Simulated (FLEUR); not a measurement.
# NbRu3C (Pm-3m) in FLEUR: band structure with r2SCAN

Aim: the band structure of NbRu3C with r2SCAN.

Everything below comes from runs of FLEUR MaX-R8.1 (later development tree). Logs are shortened: lines on timing, memory, paths and dates and some standing lists are left out, and cuts for length are marked.

### 1 The crystal as given

Symmetry: Pm-3m, No. 221, cubic system. The conventional cell has a = 4.065 Å, b = 4.065 Å, c = 4.065 Å, α = 90.00°, β = 90.00°, γ = 90.00°. Ru (site symmetry 4/mmm) is surrounded by 2 C at 2.03 Å. Nb (site symmetry m-3m) has 12 Ru at 2.87 Å as nearest neighbours. C (site symmetry m-3m) has 6 Ru at 2.03 Å as nearest neighbours.

The cell comes from a database or a generator and needn't be the stable form of this composition.

### 2 Band structure, r2SCAN

Contents of inp.xml:

```xml
<?xml version="1.0" encoding="UTF-8" standalone="no"?>
<fleurInput fleurInputVersion="0.39">
   <comment>
      NbRu3C                                                                                              
   </comment>
   <calculationSetup>
      <cutoffs Kmax="5.14" Gmax="15.9" GmaxXC="15.9" numbands="0"/>
      <scfLoop itmax="80" minDistance="0.0001" maxIterBroyd="30" imix="Anderson" alpha="0.05" precondParam="0.0" spinf="2.0" sdNocoIR="T"/>
      <coreElectrons ctail="F" frcor="F" kcrel="0" coretail_lmax="0"/>
      <xcFunctional name="LibXC" relativisticCorrections="F">
         <LibXCName exchange="mgga_x_r2scan" correlation="mgga_c_r2scan"/>
         <AuxGGA exchange="117" correlation="130"/>
      </xcFunctional>
      <magnetism jspins="1"/>
      <soc l_soc="F" theta="0.0" phi="0.0" spav="F"/>
      <expertModes spex="0" secvar="F"/>
      <geometryOptimization l_f="F" forcealpha="1.0" forcemix="BFGS" epsdisp="0.00001" epsforce="0.00001"/>
      <ldaU l_linMix="F" mixParam="0.05" spinf="1.0"/>
   </calculationSetup>
   <cell>
      <bzIntegration valenceElectrons="65.0" mode="hist" fermiSmearingEnergy="0.00183747">
         <kPointListSelection listName="default-1"/>
         <!-- k-points included here -->
         <xi:include xmlns:xi="http://www.w3.org/2001/XInclude" href="kpts.xml"> </xi:include>
      </bzIntegration>
[... 58 lines left out ...]
      </species>
   </atomSpecies>
   <atomGroups>
      <atomGroup species="Ruthenium (Ru)">
         <relPos label="                   1">1.000/2.000 1.000/2.000 .0000000000</relPos>
         <relPos label="                   2">1.000/2.000 .0000000000 1.000/2.000</relPos>
         <relPos label="                   3">.0000000000 1.000/2.000 1.000/2.000</relPos>
         <force calculate="T" relaxXYZ="TTT"/>
      </atomGroup>
      <atomGroup species="Niobium (Nb)">
         <relPos label="                   4">.0000000000 .0000000000 .0000000000</relPos>
         <force calculate="T" relaxXYZ="TTT"/>
      </atomGroup>
      <atomGroup species="Carbon (C)">
         <relPos label="                   5">1.000/2.000 1.000/2.000 1.000/2.000</relPos>
         <force calculate="T" relaxXYZ="TTT"/>
      </atomGroup>
   </atomGroups>
   <output dos="F" band="F" slice="F">
      <checks vchk="F" cdinf="F"/>
      <bandDOS minEnergy="-.5*Htr" maxEnergy="0.5*Htr" sigma="0.015" storeEVData="T"/>
      <vacuumDOS vacdos="F" integ="F" star="F" nstars="0" locx1="0.0" locy1="0.0" locx2="0.0" locy2="0.0" nstm="0" tworkf="0.0"/>
      <unfoldingBand unfoldBand="F" supercellX="1" supercellY="1" supercellZ="1"/>
      <plotting iplot="0" polar="F">
         <plot TwoD="T" vec1="  1.0  0.0  0.0" vec2="  0.0  1.0  0.0" vec3="  0.0  0.0  1.0" zero="  0.0  0.0  0.0" file="plot"/>
      </plotting>
      <chargeDensitySlicing numkpt="0" minEigenval="0.0" maxEigenval="0.0" nnne="0" pallst="F"/>
      <specialOutput eonly="F"/>
      <moessbauerParams electricFieldGradient="T" isomerShift="T" coreHyperfine="T" valenceHyperfine="T"/>
      <magneticCircularDichroism mcd="F" energyLo="-10.0" energyUp="0.0"/>
   </output>
  <!-- We include the file relax.xml here to enable relaxations (see documentation) -->
  <xi:include xmlns:xi="http://www.w3.org/2001/XInclude" href="relax.xml"> <xi:fallback/> </xi:include>
</fleurInput>
```

Contents of crystal.txt:

```
NbRu3C
&input cartesian=F /
4.0651380000  0.0000000000  0.0000000000
0.0000000000  4.0651380000  0.0000000000
0.0000000000  0.0000000000  4.0651380000
1.8897261246
1.0 1.0 1.0

5
44 0.5000000000  0.5000000000  0.0000000000
44 0.5000000000  0.0000000000  0.5000000000
44 0.0000000000  0.5000000000  0.5000000000
41 0.0000000000  0.0000000000  0.0000000000
6 0.5000000000  0.5000000000  0.5000000000

&kpt div1=7 div2=7 div3=7 gamma=T /
```

Contents of inp.xml (bands):

```
<?xml version="1.0" encoding="UTF-8" standalone="no"?>
<fleurInput fleurInputVersion="0.39">
   <comment>
      NbRu3C                                                                                              
   </comment>
   <calculationSetup>
      <cutoffs Kmax="5.14" Gmax="15.9" GmaxXC="15.9" numbands="0"/>
      <scfLoop itmax="80" minDistance="0.0001" maxIterBroyd="30" imix="Anderson" alpha="0.05" precondParam="0.0" spinf="2.0" sdNocoIR="T"/>
      <coreElectrons ctail="F" frcor="F" kcrel="0" coretail_lmax="0"/>
      <xcFunctional name="LibXC" relativisticCorrections="F">
         <LibXCName exchange="mgga_x_r2scan" correlation="mgga_c_r2scan"/>
         <AuxGGA exchange="117" correlation="130"/>
      </xcFunctional>
      <magnetism jspins="1"/>
      <soc l_soc="F" theta="0.0" phi="0.0" spav="F"/>
      <expertModes spex="0" secvar="F"/>
      <geometryOptimization l_f="F" forcealpha="1.0" forcemix="BFGS" epsdisp="0.00001" epsforce="0.00001"/>
      <ldaU l_linMix="F" mixParam="0.05" spinf="1.0"/>
   </calculationSetup>
   <cell>
      <bzIntegration valenceElectrons="65.0" mode="hist" fermiSmearingEnergy="0.00183747">
         <kPointListSelection listName="path-1"/>
         <!-- k-points included here -->
         <xi:include xmlns:xi="http://www.w3.org/2001/XInclude" href="kpts.xml"> </xi:include>
      </bzIntegration>
[... 57 lines left out ...]
         <lo type="SCLO" l="2" n="3" eDeriv="2"/>
      </species>
   </atomSpecies>
   <atomGroups>
      <atomGroup species="Ruthenium (Ru)">
         <relPos label="                   1">1.000/2.000 1.000/2.000 .0000000000</relPos>
         <relPos label="                   2">1.000/2.000 .0000000000 1.000/2.000</relPos>
         <relPos label="                   3">.0000000000 1.000/2.000 1.000/2.000</relPos>
         <force calculate="T" relaxXYZ="TTT"/>
      </atomGroup>
      <atomGroup species="Niobium (Nb)">
         <relPos label="                   4">.0000000000 .0000000000 .0000000000</relPos>
         <force calculate="T" relaxXYZ="TTT"/>
      </atomGroup>
      <atomGroup species="Carbon (C)">
         <relPos label="                   5">1.000/2.000 1.000/2.000 1.000/2.000</relPos>
         <force calculate="T" relaxXYZ="TTT"/>
      </atomGroup>
   </atomGroups>
   <output dos="F" band="T" slice="F">
      <checks vchk="F" cdinf="F"/>
      <bandDOS minEnergy="-.5*Htr" maxEnergy="0.5*Htr" sigma="0.015" storeEVData="T"/>
      <vacuumDOS vacdos="F" integ="F" star="F" nstars="0" locx1="0.0" locy1="0.0" locx2="0.0" locy2="0.0" nstm="0" tworkf="0.0"/>
      <unfoldingBand unfoldBand="F" supercellX="1" supercellY="1" supercellZ="1"/>
      <plotting iplot="0" polar="F">
         <plot TwoD="T" vec1="  1.0  0.0  0.0" vec2="  0.0  1.0  0.0" vec3="  0.0  0.0  1.0" zero="  0.0  0.0  0.0" file="plot"/>
      </plotting>
      <chargeDensitySlicing numkpt="0" minEigenval="0.0" maxEigenval="0.0" nnne="0" pallst="F"/>
      <specialOutput eonly="F"/>
      <moessbauerParams electricFieldGradient="T" isomerShift="T" coreHyperfine="T" valenceHyperfine="T"/>
      <magneticCircularDichroism mcd="F" energyLo="-10.0" energyUp="0.0"/>
   </output>
  <!-- We include the file relax.xml here to enable relaxations (see documentation) -->
  <xi:include xmlns:xi="http://www.w3.org/2001/XInclude" href="relax.xml"> <xi:fallback/> </xi:include>
</fleurInput>
```

Potentials or basis: all-electron, FLAPW.

Run with:

```sh
$ inpgen -f crystal.txt -profile fastHighL
$ # inp.xml edited to the form shown
$ fleur_MPI
$ fleur_MPI   # second run, on inp.xml (bands)
```

The log of the run:

```text
Welcome to FLEUR        (www.flapw.de)
      MaX-Release 8.1          (www.max-centre.eu)
 func_ids         498         497         498         497
 MetaGGA potential functional detected - V_tau will be computed
 Auxiliary Potential for radial basis: exchange=         117  correlation=         130
The functional 'Re-regularized SCAN exchange by Furness et al' is an exchange functional, it belongs to the 'MGGA' family and is defined in the reference(s):
[1] J. W. Furness, A. D. Kaplan, J. Ning, J. P. Perdew, and J. Sun.,  J. Phys. Chem. Lett. 11, 8208-8215 (2020)
[2] J. W. Furness, A. D. Kaplan, J. Ning, J. P. Perdew, and J. Sun.,  J. Phys. Chem. Lett. 11, 9248-9248 (2020)
The functional 'Re-regularized SCAN correlation by Furness et al' is a correlation functional, it belongs to the 'MGGA' family and is defined in the reference(s):
[1] J. W. Furness, A. D. Kaplan, J. Ning, J. P. Perdew, and J. Sun.,  J. Phys. Chem. Lett. 11, 8208-8215 (2020)
[2] J. W. Furness, A. D. Kaplan, J. Ning, J. P. Perdew, and J. Sun.,  J. Phys. Chem. Lett. 11, 9248-9248 (2020)
 Using same functional for VXC and EXC

 ========== k-point set info ==========
 Selected k-point list: default-1
 k-point list type: mesh
 7 x 7 x 7
 Number of k points: 20

 ------------Calculation Setup---------------------------
 Number of MPI-tasks      :            1
 Number of PE/node        :            1
 Number of OMP-threads    :            1
 Most efficient MPI parallelization for:
           1           2           4           5          10          20
 Additional eigenvalue parallelization possible
 Number of basis functions:         1225
 Approximate size of matrices (H+S) per k-point:         0.022 GB
 --------------------------------------------------------
The functional 'Hammer, Hansen, and Norskov' is an exchange functional, it belongs to the 'GGA' family and is defined in the reference(s):
[1] B. Hammer, L. B. Hansen, and J. K. Nørskov.,  Phys. Rev. B 59, 7413 (1999)
The functional 'Perdew, Burke & Ernzerhof' is a correlation functional, it belongs to the 'GGA' family and is defined in the reference(s):
[1] J. P. Perdew, K. Burke, and M. Ernzerhof.,  Phys. Rev. Lett. 77, 3865 (1996)
[2] J. P. Perdew, K. Burke, and M. Ernzerhof.,  Phys. Rev. Lett. 78, 1396 (1997)
 Using same functional for VXC and EXC
 Using auxiliary GGA potential for the first iteration of MetaGGA calculation.
 Reset of history
 Reset of history
 Iteration:     1   Distance:      36.13841805 me/bohr^3
The functional 'Hammer, Hansen, and Norskov' is an exchange functional, it belongs to the 'GGA' family and is defined in the reference(s):
[1] B. Hammer, L. B. Hansen, and J. K. Nørskov.,  Phys. Rev. B 59, 7413 (1999)
The functional 'Perdew, Burke & Ernzerhof' is a correlation functional, it belongs to the 'GGA' family and is defined in the reference(s):
[1] J. P. Perdew, K. Burke, and M. Ernzerhof.,  Phys. Rev. Lett. 77, 3865 (1996)
[2] J. P. Perdew, K. Burke, and M. Ernzerhof.,  Phys. Rev. Lett. 78, 1396 (1997)
 Using same functional for VXC and EXC
 Iteration:     2   Distance:      32.63124630 me/bohr^3
The functional 'Hammer, Hansen, and Norskov' is an exchange functional, it belongs to the 'GGA' family and is defined in the reference(s):
[1] B. Hammer, L. B. Hansen, and J. K. Nørskov.,  Phys. Rev. B 59, 7413 (1999)
The functional 'Perdew, Burke & Ernzerhof' is a correlation functional, it belongs to the 'GGA' family and is defined in the reference(s):
[1] J. P. Perdew, K. Burke, and M. Ernzerhof.,  Phys. Rev. Lett. 77, 3865 (1996)
[2] J. P. Perdew, K. Burke, and M. Ernzerhof.,  Phys. Rev. Lett. 78, 1396 (1997)
 Using same functional for VXC and EXC
 Iteration:     3   Distance:      30.19948040 me/bohr^3
The functional 'Hammer, Hansen, and Norskov' is an exchange functional, it belongs to the 'GGA' family and is defined in the reference(s):
[1] B. Hammer, L. B. Hansen, and J. K. Nørskov.,  Phys. Rev. B 59, 7413 (1999)
The functional 'Perdew, Burke & Ernzerhof' is a correlation functional, it belongs to the 'GGA' family and is defined in the reference(s):
[1] J. P. Perdew, K. Burke, and M. Ernzerhof.,  Phys. Rev. Lett. 77, 3865 (1996)
[2] J. P. Perdew, K. Burke, and M. Ernzerhof.,  Phys. Rev. Lett. 78, 1396 (1997)
 Using same functional for VXC and EXC
 Iteration:     4   Distance:      21.29803742 me/bohr^3
The functional 'Hammer, Hansen, and Norskov' is an exchange functional, it belongs to the 'GGA' family and is defined in the reference(s):
[1] B. Hammer, L. B. Hansen, and J. K. Nørskov.,  Phys. Rev. B 59, 7413 (1999)
The functional 'Perdew, Burke & Ernzerhof' is a correlation functional, it belongs to the 'GGA' family and is defined in the reference(s):
[1] J. P. Perdew, K. Burke, and M. Ernzerhof.,  Phys. Rev. Lett. 77, 3865 (1996)
[2] J. P. Perdew, K. Burke, and M. Ernzerhof.,  Phys. Rev. Lett. 78, 1396 (1997)
 Using same functional for VXC and EXC
 Iteration:     5   Distance:      17.50948692 me/bohr^3
The functional 'Hammer, Hansen, and Norskov' is an exchange functional, it belongs to the 'GGA' family and is defined in the reference(s):
[1] B. Hammer, L. B. Hansen, and J. K. Nørskov.,  Phys. Rev. B 59, 7413 (1999)
The functional 'Perdew, Burke & Ernzerhof' is a correlation functional, it belongs to the 'GGA' family and is defined in the reference(s):
[1] J. P. Perdew, K. Burke, and M. Ernzerhof.,  Phys. Rev. Lett. 77, 3865 (1996)
[2] J. P. Perdew, K. Burke, and M. Ernzerhof.,  Phys. Rev. Lett. 78, 1396 (1997)
 Using same functional for VXC and EXC
 Iteration:     6   Distance:      18.54210128 me/bohr^3
The functional 'Hammer, Hansen, and Norskov' is an exchange functional, it belongs to the 'GGA' family and is defined in the reference(s):
[1] B. Hammer, L. B. Hansen, and J. K. Nørskov.,  Phys. Rev. B 59, 7413 (1999)
The functional 'Perdew, Burke & Ernzerhof' is a correlation functional, it belongs to the 'GGA' family and is defined in the reference(s):
[1] J. P. Perdew, K. Burke, and M. Ernzerhof.,  Phys. Rev. Lett. 77, 3865 (1996)
[2] J. P. Perdew, K. Burke, and M. Ernzerhof.,  Phys. Rev. Lett. 78, 1396 (1997)
 Using same functional for VXC and EXC
[... 68 lines left out ...]
[2] J. P. Perdew, K. Burke, and M. Ernzerhof.,  Phys. Rev. Lett. 78, 1396 (1997)
 Using same functional for VXC and EXC
 Iteration:    17   Distance:       0.00376745 me/bohr^3
The functional 'Hammer, Hansen, and Norskov' is an exchange functional, it belongs to the 'GGA' family and is defined in the reference(s):
[1] B. Hammer, L. B. Hansen, and J. K. Nørskov.,  Phys. Rev. B 59, 7413 (1999)
The functional 'Perdew, Burke & Ernzerhof' is a correlation functional, it belongs to the 'GGA' family and is defined in the reference(s):
[1] J. P. Perdew, K. Burke, and M. Ernzerhof.,  Phys. Rev. Lett. 77, 3865 (1996)
[2] J. P. Perdew, K. Burke, and M. Ernzerhof.,  Phys. Rev. Lett. 78, 1396 (1997)
 Using same functional for VXC and EXC
 Iteration:    18   Distance:       0.00199303 me/bohr^3
The functional 'Hammer, Hansen, and Norskov' is an exchange functional, it belongs to the 'GGA' family and is defined in the reference(s):
[1] B. Hammer, L. B. Hansen, and J. K. Nørskov.,  Phys. Rev. B 59, 7413 (1999)
The functional 'Perdew, Burke & Ernzerhof' is a correlation functional, it belongs to the 'GGA' family and is defined in the reference(s):
[1] J. P. Perdew, K. Burke, and M. Ernzerhof.,  Phys. Rev. Lett. 77, 3865 (1996)
[2] J. P. Perdew, K. Burke, and M. Ernzerhof.,  Phys. Rev. Lett. 78, 1396 (1997)
 Using same functional for VXC and EXC
 Iteration:    19   Distance:       0.00085662 me/bohr^3
The functional 'Hammer, Hansen, and Norskov' is an exchange functional, it belongs to the 'GGA' family and is defined in the reference(s):
[1] B. Hammer, L. B. Hansen, and J. K. Nørskov.,  Phys. Rev. B 59, 7413 (1999)
The functional 'Perdew, Burke & Ernzerhof' is a correlation functional, it belongs to the 'GGA' family and is defined in the reference(s):
[1] J. P. Perdew, K. Burke, and M. Ernzerhof.,  Phys. Rev. Lett. 77, 3865 (1996)
[2] J. P. Perdew, K. Burke, and M. Ernzerhof.,  Phys. Rev. Lett. 78, 1396 (1997)
 Using same functional for VXC and EXC
 Iteration:    20   Distance:       0.00045167 me/bohr^3
The functional 'Hammer, Hansen, and Norskov' is an exchange functional, it belongs to the 'GGA' family and is defined in the reference(s):
[1] B. Hammer, L. B. Hansen, and J. K. Nørskov.,  Phys. Rev. B 59, 7413 (1999)
The functional 'Perdew, Burke & Ernzerhof' is a correlation functional, it belongs to the 'GGA' family and is defined in the reference(s):
[1] J. P. Perdew, K. Burke, and M. Ernzerhof.,  Phys. Rev. Lett. 77, 3865 (1996)
[2] J. P. Perdew, K. Burke, and M. Ernzerhof.,  Phys. Rev. Lett. 78, 1396 (1997)
 Using same functional for VXC and EXC
 Iteration:    21   Distance:       0.00005800 me/bohr^3

 ********************************************************************
 Run finished successfully
 Stop message:
   all done
 ********************************************************************
```

Run time: 7.8 min. Hardware: 1 thread of Arm Neoverse V1, shared host; peak memory 0.13 GiB.

Results:

```yaml
Free_energy: -474969.9866 eV
Band_gap_along_the_path: none (metal or under the smearing width)
Valence_electrons_inside_the_program's_atomic_spheres: Ru 13.58; Nb 11.09; C 2.14 (radii Ru 2.16, Nb 2.62, C 1.4 bohr)
```

Levels at the corners of the path, in eV from the Fermi level:
| point | band 29 | band 30 | band 31 | band 32 | band 33 | band 34 | band 35 | band 36 |
| --- | --- | --- | --- | --- | --- | --- | --- | --- |
| Γ | -2.69 | -1.46 | -1.46 | 0.61 | 0.68 | 0.68 | 0.68 | 1.94 |
| X | -1.60 | -1.51 | -1.51 | -0.80 | -0.30 | -0.30 | 0.66 | 0.69 |
| M | -2.95 | -2.48 | -1.71 | -1.28 | -1.05 | 0.39 | 0.39 | 0.56 |
| Γ | -2.69 | -1.46 | -1.46 | 0.61 | 0.68 | 0.68 | 0.68 | 1.94 |
| R | -2.18 | 0.11 | 0.11 | 0.11 | 0.42 | 0.42 | 0.42 | 1.23 |
| X | -1.60 | -1.51 | -1.51 | -0.80 | -0.30 | -0.30 | 0.66 | 0.69 |
| M | -2.95 | -2.48 | -1.71 | -1.28 | -1.05 | 0.39 | 0.39 | 0.56 |
| R | -2.18 | 0.11 | 0.11 | 0.11 | 0.42 | 0.42 | 0.42 | 1.23 |

Core levels (eV from the Fermi level):
| atom | levels |
| --- | --- |
| 1 Ru | 1s1/2 -21924.7, 2s1/2 -3149.3, 2p1/2 -2909.3, 2p3/2 -2778.4, 3s1/2 -552.3, 3p1/2 -459.3, 3p3/2 -437.0, 3d3/2 -272.6, 3d5/2 -268.2 |
| 2 Ru | 1s1/2 -21924.7, 2s1/2 -3149.3, 2p1/2 -2909.3, 2p3/2 -2778.4, 3s1/2 -552.3, 3p1/2 -459.3, 3p3/2 -437.0, 3d3/2 -272.6, 3d5/2 -268.2 |
| 3 Ru | 1s1/2 -21924.7, 2s1/2 -3149.3, 2p1/2 -2909.3, 2p3/2 -2778.4, 3s1/2 -552.3, 3p1/2 -459.3, 3p3/2 -437.0, 3d3/2 -272.6, 3d5/2 -268.2 |
| 4 Nb | 1s1/2 -18799.5, 2s1/2 -2627.8, 2p1/2 -2411.0, 2p3/2 -2315.2, 3s1/2 -437.2, 3p1/2 -355.6, 3p3/2 -340.1, 3d3/2 -196.2, 3d5/2 -193.3 |
| 5 C | 1s1/2 -267.7 |

Caveat: the meta-GGA is that of a development version, with a GGA for the radial functions and cores and without core tails.
